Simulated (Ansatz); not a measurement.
# In: the order of phases at one pressure

Which of bcc, hcp, beta tin, diamond, simple hexagonal has the lowest enthalpy for In at one common pressure? The runs shown use LAPW. Companion runs by PAW are cited.

Program: Ansatz 0.2.0. Level of theory: DFT, LDA, all-electron LAPW, scalar-relativistic. These are calculated values, not measurements.

## 1. Starting point

Symmetry: Im-3m, No. 229, cubic system. Conventional cell: a = 3.574 Å, b = 3.574 Å, c = 3.574 Å, α = 90.00°, β = 90.00°, γ = 90.00°. Around In (site symmetry m-3m) lie 8 In at 3.09 Å.

As a file:

```
In
1.0
    -1.78681    1.78681    1.78681
     1.78681   -1.78681    1.78681
     1.78681    1.78681   -1.78681
In
1
Direct
  0.00000 0.00000 0.00000
```

## 2. Bcc relaxed under pressure, LAPW

Input file input.yaml:

```yaml
crystal:
  lattice:
    - [-1.7868061207, 1.7868061207, 1.7868061207]
    - [1.7868061207, -1.7868061207, 1.7868061207]
    - [1.7868061207, 1.7868061207, -1.7868061207]
  atoms:
    - { symbol: In, position: [0.0, 0.0, 0.0] }
kpoints:
  mp_grid: { grid: [15, 15, 15] }
scf:
  occupations: { method: fermi_dirac, width: 0.05 }
hamiltonian:
  xc: lda
  pseudopotentials: { kind: all_electron, lapw: { basis_error: 0.0005 } }
output:
  forces: true
  stress: true
  eigenvalues: true
relax:
  f_tol: 0.005
  max_steps: 12
  cell: { p_target: 5.0, stress_tol: 0.03 }
```

The run is started by

```bash
$ ansatz run input.yaml --threads 1 --pin off --max-ram 3584MiB --backend cpu --events-out ev --progress --plain --runs-dir out
```

The log of the run, shortened:

```text
[...]
LAPW: plane waves up to 7.864 Å⁻¹, error target 5.0e-4 eV per atom; small_component_spin mean_spin; In in spheres of 1.501 Å, 21 of its electrons in bands, Dirac shells []
[...]
Pseudopotentials: kind: all_electron
Pseudopotential: In, LAPW, valence charge 21, Koelling and Harmon's equation, gaussian nucleus
Functional definition: SPW92
[...]
Crystal: 1 atoms, lattice volume = 22.819 Å³
Basis set: ecut = 235.6434173626196 eV, 201 PW (Γ), exchange–correlation at level 2
Bands: 15, of which v1, the nominal top of the filled ones, is band 11 counted from 1 (10 counted from 0)
Symmetry: 48 space group operations
Space group: Im-3m (ITA 229), of the structure as read, at distance tolerance 2.8e-5 Å
k-points: 120 of 3375
[...]
SCF iter   1: F=—  HF=-159905.457484 eV  |F-HF|=—  |Δ(HF+E_count)|=         —  Δρ=7.90e-3  dr2=1.02e-2  ethr=4.84e-5  ⟨swp⟩=3.4  Hψ=12982  notcnv=0
[...]
relax step   1: F+E_penalty+E_count = -159905.41270611 eV  Δ(F+E_penalty+E_count) = +0.000e0 eV  max|allowed force component| = 0.000e0 eV/Å  Δτ_max = 0.0000 Å  P = +5.048 GPa  Ω = 22.819 Å³  (7 SCF iters, accepted)
[...]
relax step   2: F+E_penalty+E_count = -159905.41341075 eV  Δ(F+E_penalty+E_count) = -7.046e-4 eV  max|allowed force component| = 0.000e0 eV/Å  Δτ_max = 0.0000 Å  P = +4.975 GPa  Ω = 22.841 Å³  (2 SCF iters, accepted)
[...]
relax step   3: F+E_penalty+E_count = -159905.41341075 eV  Δ(F+E_penalty+E_count) = +3.201e-10 eV  max|allowed force component| = 0.000e0 eV/Å  Δτ_max = 0.0000 Å  P = +4.975 GPa  Ω = 22.841 Å³  stress off target by 2.50e-2 GPa  SCF on the basis re-selected at this cell (its energy is not [...]
SCF converged after 2 iterations
Free energy (F): -159905.413411 eV
[...]
E sigma→0 (E₀):  -159905.411860 eV
Entropy (-TS):   -0.003101 eV (-3.101 meV/atom)
Fermi energy:    15.674400 eV
[...]
--- Forces (eV/Å), atoms counted from 1 ---
  atom   1  In     0.00000000     0.00000000     0.00000000
[...]
--- Stress (GPa, compression-positive) ---
        4.975000       0.000000       0.000000
        0.000000       4.975000       0.000000
        0.000000       0.000000       4.975000
  P = ⅓ Tr σ = 4.9750 GPa (49.750 kbar)
--- Band table (eV; the first three rows and the last of 120) ---
  k-point 0: bands = ["-99.4692", "-58.0557", "-58.0557", "-58.0557", "0.9118", "0.9118", "0.9118", "1.3090", "1.3090", "5.1201", "28.2252", "28.2252", "28.2252", "29.1622", "29.1622"]
[...]
--- Relaxed structure (2 steps of the walk, 2 accepted, 1 SCFs on fresh bases) ---
  F+E_penalty+E_count = -159905.41341075 eV   max|allowed force component| = 0.000e0 eV/Å   (the final SCF, on the basis selected at the relaxed cell)
  cell:  # Å, volume = 22.8413 Å³
    - [-1.787393934206827, 1.787393934206827, 1.787393934206827]
    - [1.787393934206827, -1.787393934206827, 1.787393934206827]
    - [1.787393934206827, 1.787393934206827, -1.787393934206827]
  atoms:
    - { symbol: In, position: [0.0, 0.0, 0.0] }
```

Wall time 19 s (1 thread of Arm Neoverse V1, shared host); peak memory 0.32 GiB.

The steps of the relaxation:

```tsv
step	energy from step 1 (eV/cell)	largest force component (eV/Å)	pressure (GPa)	volume (Å³)
1	0.0000	0.0000	5.05	22.82
2	-0.0007	0.0000	4.97	22.84
3	-0.0007	0.0000	4.97	22.84
```

Step 1 is the start. Step 3 repeats the geometry before on a plane-wave basis chosen anew for that cell, so the energy can jump there without any move; the table keeps such jumps.

| input's cell | before | after | change |
| --- | --- | --- | --- |
| a (Å) | 3.095 | 3.096 | +0.0 % |
| b (Å) | 3.095 | 3.096 | +0.0 % |
| c (Å) | 3.095 | 3.096 | +0.0 % |
| volume (Å³/atom) | 22.82 | 22.84 | +0.1 % |

In short: pressure 4.97 GPa; no gap.

## 3. Hcp relaxed under pressure, LAPW

Input file input.yaml:

```yaml
crystal:
  lattice:
    - [3.1505746814, 0.0, 0.0]
    - [-1.5752873407, 2.7284777106, 0.0]
    - [0.0, 0.0, 5.3046835274]
  atoms:
    - { symbol: In, position: [0.3333333333, 0.6666666667, 0.25] }
    - { symbol: In, position: [0.6666666667, 0.3333333333, 0.75] }
kpoints:
  mp_grid: { grid: [14, 14, 8] }
scf:
  occupations: { method: fermi_dirac, width: 0.05 }
hamiltonian:
  xc: lda
  pseudopotentials: { kind: all_electron, lapw: { basis_error: 0.0005 } }
output:
  forces: true
  stress: true
  eigenvalues: true
relax:
  f_tol: 0.005
  max_steps: 12
  cell: { p_target: 5.0, stress_tol: 0.03 }
```

The run is started by

```bash
$ ansatz run input.yaml --threads 1 --pin off --max-ram 3584MiB --backend cpu --events-out ev --progress --plain --runs-dir out
```

The log of the run, shortened:

```text
[...]
LAPW: plane waves up to 7.696 Å⁻¹, error target 5.0e-4 eV per atom; small_component_spin mean_spin; In in spheres of 1.528 Å, 21 of its electrons in bands, Dirac shells []
[...]
[... 3 set-up lines as earlier in the session ...]
[...]
Crystal: 2 atoms, lattice volume = 45.601 Å³
Basis set: ecut = 225.6417237036375 eV, 337 PW (Γ), exchange–correlation at level 2
Bands: 26, of which v1, the nominal top of the filled ones, is band 21 counted from 1 (20 counted from 0)
Symmetry: 24 space group operations
Space group: P63/mmc (ITA 194), of the structure as read, at distance tolerance 3.6e-5 Å
k-points: 120 of 1568
[...]
SCF iter   1: F=—  HF=-319810.929118 eV  |F-HF|=—  |Δ(HF+E_count)|=         —  Δρ=7.50e-3  dr2=1.76e-2  ethr=4.16e-5  ⟨swp⟩=3.1  Hψ=22055  notcnv=0
[...]
Fermi energy:    15.806545 eV
[...]
--- Forces (eV/Å), atoms counted from 1 ---
  atom   1  In     0.00000000    -0.00000000     0.00000000
  atom   2  In     0.00000000     0.00000000    -0.00000000
[...]
--- Stress (GPa, compression-positive) ---
        4.999965       0.000000       0.000000
       -0.000000       4.999965       0.000000
        0.000000       0.000000       5.018744
  P = ⅓ Tr σ = 5.0062 GPa (50.062 kbar)
--- Band table (eV; the first three rows and the last of 120) ---
[... band rows left out ...]
[...]
--- Relaxed structure (1 steps of the walk, 1 accepted, 1 SCFs on fresh bases) ---
  F+E_penalty+E_count = -319810.83958913 eV   max|allowed force component| = 7.517e-18 eV/Å   (the final SCF, on the basis selected at the relaxed cell)
  cell:  # Å, volume = 45.6005 Å³
    - [3.150574681392804, 0.0, 0.0]
    - [-1.575287340696402, 2.728477710606232, 0.0]
    - [0.0, 0.0, 5.3046835274]
  atoms:
    - { symbol: In, position: [0.3333333333333333, 0.6666666666666666, 0.25] }
    - { symbol: In, position: [0.6666666666666666, 0.3333333333333333, 0.75] }
```

Run time: 41 s. Hardware: 1 thread of Arm Neoverse V1, shared host; peak memory 0.49 GiB.

Step by step:

```tsv
step	energy from step 1 (eV/cell)	largest force component (eV/Å)	pressure (GPa)	volume (Å³)
1	0.0000	0.0000	5.01	45.60
2	0.0000	0.0000	5.01	45.60
```

Step 1 is the start. Step 2 repeats the geometry before on a plane-wave basis chosen anew for that cell, so the energy can jump there without any move; the table keeps such jumps.

| input's cell | before | after | change |
| --- | --- | --- | --- |
| a (Å) | 3.151 | 3.151 | +0.0 % |
| b (Å) | 3.151 | 3.151 | +0.0 % |
| c (Å) | 5.305 | 5.305 | +0.0 % |
| volume (Å³/atom) | 22.80 | 22.80 | +0.0 % |

Result: pressure 5.01 GPa; no gap.

## 4. Beta tin relaxed under pressure, LAPW

Input file input.yaml:

```yaml
crystal:
  lattice:
    - [-2.8159465235, 2.8159465235, 1.4794054124]
    - [2.8159465235, -2.8159465235, 1.4794054124]
    - [2.8159465235, 2.8159465235, -1.4794054124]
  atoms:
    - { symbol: In, position: [-0.375, -0.125, -0.25] }
    - { symbol: In, position: [0.375, 0.125, 0.25] }
kpoints:
  mp_grid: { grid: [14, 14, 14] }
scf:
  occupations: { method: fermi_dirac, width: 0.05 }
hamiltonian:
  xc: lda
  pseudopotentials: { kind: all_electron, lapw: { basis_error: 0.0005 } }
output:
  forces: true
  stress: true
  eigenvalues: true
relax:
  f_tol: 0.005
  max_steps: 12
  cell: { p_target: 5.0, stress_tol: 0.03 }
```

The run is started by

```bash
$ ansatz run input.yaml --threads 1 --pin off --max-ram 3584MiB --backend cpu --events-out ev --progress --plain --runs-dir out
```

The log of the run, shortened:

```text
[...]
LAPW: plane waves up to 8.461 Å⁻¹, error target 5.0e-4 eV per atom; small_component_spin mean_spin; In in spheres of 1.412 Å, 21 of its electrons in bands, Dirac shells []
[...]
[... 3 set-up lines as earlier in the session ...]
[...]
Crystal: 2 atoms, lattice volume = 46.924 Å³
Basis set: ecut = 272.72089682546107 eV, 467 PW (Γ), FFT grids on a1+a2, a2, a3, exchange–correlation at level 2
Bands: 26, of which v1, the nominal top of the filled ones, is band 21 counted from 1 (20 counted from 0)
Symmetry: 16 space group operations
Space group: I41/amd (ITA 141), of the structure as read, at distance tolerance 3.6e-5 Å
k-points: 244 of 2744
[...]
--- Forces (eV/Å), atoms counted from 1 ---
  atom   1  In     0.00000000     0.00000000     0.00000000
  atom   2  In     0.00000000     0.00000000     0.00000000
[...]
--- Stress (GPa, compression-positive) ---
        5.018545       0.000000      -0.000000
        0.000000       5.018545       0.000000
       -0.000000       0.000000       5.014667
  P = ⅓ Tr σ = 5.0173 GPa (50.173 kbar)
--- Band table (eV; the first three rows and the last of 244) ---
[... band rows left out ...]
[...]
--- Relaxed structure (1 steps of the walk, 1 accepted, 1 SCFs on fresh bases) ---
  F+E_penalty+E_count = -319810.75037506 eV   max|allowed force component| = 0.000e0 eV/Å   (the final SCF, on the basis selected at the relaxed cell)
  cell:  # Å, volume = 46.9241 Å³
    - [-2.8159465235, 2.8159465235, 1.4794054124]
    - [2.8159465235, -2.8159465235, 1.4794054124]
    - [2.8159465235, 2.8159465235, -1.4794054124]
  atoms:
    - { symbol: In, position: [-0.375, -0.12499999999999999, -0.24999999999999997] }
    - { symbol: In, position: [0.375, 0.12499999999999999, 0.24999999999999997] }
```

It took 97 s on 1 thread of Arm Neoverse V1, shared host; peak memory 0.86 GiB.

Step by step:

```tsv
step	energy from step 1 (eV/cell)	largest force component (eV/Å)	pressure (GPa)	volume (Å³)
1	0.0000	0.0000	5.02	46.92
2	0.0000	0.0000	5.02	46.92
```

Step 1 is the start. Step 2 repeats the geometry before on a plane-wave basis chosen anew for that cell, so the energy can jump there without any move; the table keeps such jumps.

| input's cell | before | after | change |
| --- | --- | --- | --- |
| a (Å) | 4.248 | 4.248 | +0.0 % |
| b (Å) | 4.248 | 4.248 | +0.0 % |
| c (Å) | 4.248 | 4.248 | +0.0 % |
| volume (Å³/atom) | 23.46 | 23.46 | +0.0 % |

This run gives: pressure 5.02 GPa; no gap.

## 5. Diamond relaxed under pressure, LAPW

Input file input.yaml:

```yaml
crystal:
  lattice:
    - [0.0, 3.1090128728, 3.1090128728]
    - [3.1090128728, 0.0, 3.1090128728]
    - [3.1090128728, 3.1090128728, 0.0]
  atoms:
    - { symbol: In, position: [-0.125, -0.125, -0.125] }
    - { symbol: In, position: [0.125, 0.125, 0.125] }
kpoints:
  mp_grid: { grid: [11, 11, 11] }
scf:
  occupations: { method: fermi_dirac, width: 0.05 }
hamiltonian:
  xc: lda
  pseudopotentials: { kind: all_electron, lapw: { basis_error: 0.0005 } }
output:
  forces: true
  stress: true
  eigenvalues: true
relax:
  f_tol: 0.005
  max_steps: 12
  cell: { p_target: 5.0, stress_tol: 0.03 }
```

The run is started by

```bash
$ ansatz run input.yaml --threads 1 --pin off --max-ram 3584MiB --backend cpu --events-out ev --progress --plain --runs-dir out
```

The log of the run, shortened:

```text
[...]
LAPW: plane waves up to 9.269 Å⁻¹, error target 5.0e-4 eV per atom; small_component_spin mean_spin; In in spheres of 1.306 Å, 31 of its electrons in bands, Dirac shells []
[...]
[... 1 set-up line as earlier in the session ...]
Pseudopotential: In, LAPW, valence charge 31, Koelling and Harmon's equation, gaussian nucleus
[... 1 set-up line as earlier in the session ...]
[...]
Crystal: 2 atoms, lattice volume = 60.103 Å³
Basis set: ecut = 327.35324985220893 eV, 869 PW (Γ), exchange–correlation at level 2
Bands: 38, of which v1, the nominal top of the filled ones, is band 31 counted from 1 (30 counted from 0)
[... 1 set-up line as earlier in the session ...]
Space group: Fd-3m (ITA 227), of the structure as read, at distance tolerance 3.9e-5 Å
k-points: 56 of 1331
[...]
SCF iter   1: F=—  HF=-319810.140276 eV  |F-HF|=—  |Δ(HF+E_count)|=         —  Δρ=1.26e-2  dr2=6.15e-2  ethr=9.77e-5  ⟨swp⟩=3.0  Hψ=13332  notcnv=0
[...]
E sigma→0 (E₀):  -319810.055285 eV
Entropy (-TS):   -0.011055 eV (-5.528 meV/atom)
Fermi energy:    10.451043 eV
[...]
--- Forces (eV/Å), atoms counted from 1 ---
  atom   1  In     0.00000000     0.00000000     0.00000000
  atom   2  In     0.00000000     0.00000000    -0.00000000
[...]
--- Stress (GPa, compression-positive) ---
        5.001641      -0.000000       0.000000
       -0.000000       5.001641       0.000000
        0.000000       0.000000       5.001641
  P = ⅓ Tr σ = 5.0016 GPa (50.016 kbar)
--- Band table (eV; the first three rows and the last of 56) ---
[...]
--- Relaxed structure (1 steps of the walk, 1 accepted, 1 SCFs on fresh bases) ---
  F+E_penalty+E_count = -319810.06081230 eV   max|allowed force component| = 8.384e-18 eV/Å   (the final SCF, on the basis selected at the relaxed cell)
  cell:  # Å, volume = 60.1032 Å³
    - [0.0, 3.1090128728, 3.1090128728]
    - [3.1090128728, 0.0, 3.1090128728]
    - [3.1090128728, 3.1090128728, 0.0]
  atoms:
    - { symbol: In, position: [-0.125, -0.125, -0.125] }
    - { symbol: In, position: [0.125, 0.125, 0.125] }
```

Wall time 47 s (1 thread of Arm Neoverse V1, shared host); peak memory 0.48 GiB.

Relaxation path:

```tsv
step	energy from step 1 (eV/cell)	largest force component (eV/Å)	pressure (GPa)	volume (Å³)
1	0.0000	0.0000	5.00	60.10
2	0.0000	0.0000	5.00	60.10
```

Step 1 is the start. Step 2 repeats the geometry before on a plane-wave basis chosen anew for that cell, so the energy can jump there without any move; the table keeps such jumps.

| input's cell | before | after | change |
| --- | --- | --- | --- |
| a (Å) | 4.397 | 4.397 | +0.0 % |
| b (Å) | 4.397 | 4.397 | +0.0 % |
| c (Å) | 4.397 | 4.397 | +0.0 % |
| volume (Å³/atom) | 30.05 | 30.05 | +0.0 % |

This run gives: pressure 5.00 GPa; no gap.

## 6. Simple hexagonal relaxed under pressure, LAPW

Input file input.yaml:

```yaml
crystal:
  lattice:
    - [3.0474585526, 0.0, 0.0]
    - [-1.5237292763, 2.6391765235, 0.0]
    - [0.0, 0.0, 2.8833344536]
  atoms:
    - { symbol: In, position: [0.0, 0.0, 0.0] }
kpoints:
  mp_grid: { grid: [14, 14, 13] }
scf:
  occupations: { method: fermi_dirac, width: 0.05 }
hamiltonian:
  xc: lda
  pseudopotentials: { kind: all_electron, lapw: { basis_error: 0.0005 } }
output:
  forces: true
  stress: true
  eigenvalues: true
relax:
  f_tol: 0.005
  max_steps: 12
  cell: { p_target: 5.0, stress_tol: 0.03 }
```

The run is started by

```bash
$ ansatz run input.yaml --threads 1 --pin off --max-ram 3584MiB --backend cpu --events-out ev --progress --plain --runs-dir out
```

The log of the run, shortened:

```text
[...]
LAPW: plane waves up to 8.558 Å⁻¹, error target 5.0e-4 eV per atom; small_component_spin mean_spin; In in spheres of 1.398 Å, 21 of its electrons in bands, Dirac shells []
[...]
[... 3 set-up lines as earlier in the session ...]
[...]
Crystal: 1 atoms, lattice volume = 23.190 Å³
Basis set: ecut = 279.06671049106876 eV, 241 PW (Γ), exchange–correlation at level 2
Bands: 15, of which v1, the nominal top of the filled ones, is band 11 counted from 1 (10 counted from 0)
[... 1 set-up line as earlier in the session ...]
Space group: P6/mmm (ITA 191), of the structure as read, at distance tolerance 2.9e-5 Å
k-points: 168 of 2548
[...]
SCF iter   1: F=—  HF=-159905.442451 eV  |F-HF|=—  |Δ(HF+E_count)|=         —  Δρ=1.09e-2  dr2=1.79e-2  ethr=8.48e-5  ⟨swp⟩=3.0  Hψ=17844  notcnv=0
[...]
Fermi energy:    15.239858 eV
[...]
--- Forces (eV/Å), atoms counted from 1 ---
  atom   1  In     0.00000000     0.00000000     0.00000000
[...]
--- Stress (GPa, compression-positive) ---
        5.026260       0.000000       0.000000
        0.000000       5.026260       0.000000
        0.000000       0.000000       5.022883
  P = ⅓ Tr σ = 5.0251 GPa (50.251 kbar)
--- Band table (eV; the first three rows and the last of 168) ---
  k-point 0: bands = ["-99.9033", "-58.4896", "-58.4896", "-58.4735", "-0.0098", "0.5257", "0.5257", "1.0693", "1.0693", "4.8262", "23.1230", "26.0435", "26.0435", "27.0768", "27.4614"]
[...]
--- Relaxed structure (1 steps of the walk, 1 accepted, 1 SCFs on fresh bases) ---
  F+E_penalty+E_count = -159905.39391658 eV   max|allowed force component| = 0.000e0 eV/Å   (the final SCF, on the basis selected at the relaxed cell)
  cell:  # Å, volume = 23.1900 Å³
    - [3.047458552581666, 0.0, 0.0]
    - [-1.523729276290833, 2.639176523515878, 0.0]
    - [0.0, 0.0, 2.8833344536]
  atoms:
    - { symbol: In, position: [0.0, 0.0, 0.0] }
```

Run time: 18 s. Hardware: 1 thread of Arm Neoverse V1, shared host; peak memory 0.36 GiB.

The steps of the relaxation:

```tsv
step	energy from step 1 (eV/cell)	largest force component (eV/Å)	pressure (GPa)	volume (Å³)
1	0.0000	0.0000	5.03	23.19
2	0.0000	0.0000	5.03	23.19
```

Step 1 is the start. Step 2 repeats the geometry before on a plane-wave basis chosen anew for that cell, so the energy can jump there without any move; the table keeps such jumps.

| input's cell | before | after | change |
| --- | --- | --- | --- |
| a (Å) | 3.047 | 3.047 | +0.0 % |
| b (Å) | 3.047 | 3.047 | +0.0 % |
| c (Å) | 2.883 | 2.883 | -0.0 % |
| volume (Å³/atom) | 23.19 | 23.19 | -0.0 % |

Result: pressure 5.03 GPa; no gap.

## 7. All runs together

The PAW rows are taken from companion runs at the same settings.

Enthalpy per atom, H = F + pV at p = 5 GPa, from each method's lowest phase:

| method | start | space group, start → end | volume (Å³/atom) | pressure (GPa) | enthalpy (meV/atom) |
| --- | --- | --- | --- | --- | --- |
| LAPW | bcc | Im-3m → Im-3m | 22.841 | 5.0 | 7.7 |
| LAPW | hcp | P6_3/mmc → P6_3/mmc | 22.800 | 5.0 | 0.0 |
| LAPW | beta tin | I4_1/amd → I4_1/amd | 23.462 | 5.0 | 65.3 |
| LAPW | diamond | Fd-3m → Fd-3m | 30.052 | 5.0 | 615.7 |
| LAPW | simple hexagonal | P6/mmm → P6/mmm | 23.190 | 5.0 | 38.0 |
| PAW | bcc | Im-3m → Im-3m | 22.819 | 5.0 | 7.6 |
| PAW | hcp | P6_3/mmc → P6_3/mmc | 22.800 | 5.0 | 0.0 |
| PAW | beta tin | I4_1/amd → I4_1/amd | 23.462 | 5.0 | 65.2 |
| PAW | diamond | Fd-3m → Fd-3m | 30.052 | 5.0 | 615.8 |
| PAW | simple hexagonal | P6/mmm → P6/mmm | 23.190 | 5.0 | 38.0 |

## 8. Outcome

| quantity | value |
| --- | --- |
| pressure | 5 GPa |
| lowest (LAPW) | hcp, 7.7 meV/atom under bcc |
| lowest (PAW) | hcp, 7.6 meV/atom under bcc |

By LAPW the order is hcp < bcc < simple hexagonal < beta tin < diamond. By PAW the order is hcp < bcc < simple hexagonal < beta tin < diamond. The methods agree on the lowest phase. Only these structures were tried, with electrons smeared by 0.05 eV and without vibrations, so the true ground state may be another. The k meshes differ between phases and weren't tested, which can move differences by some meV.
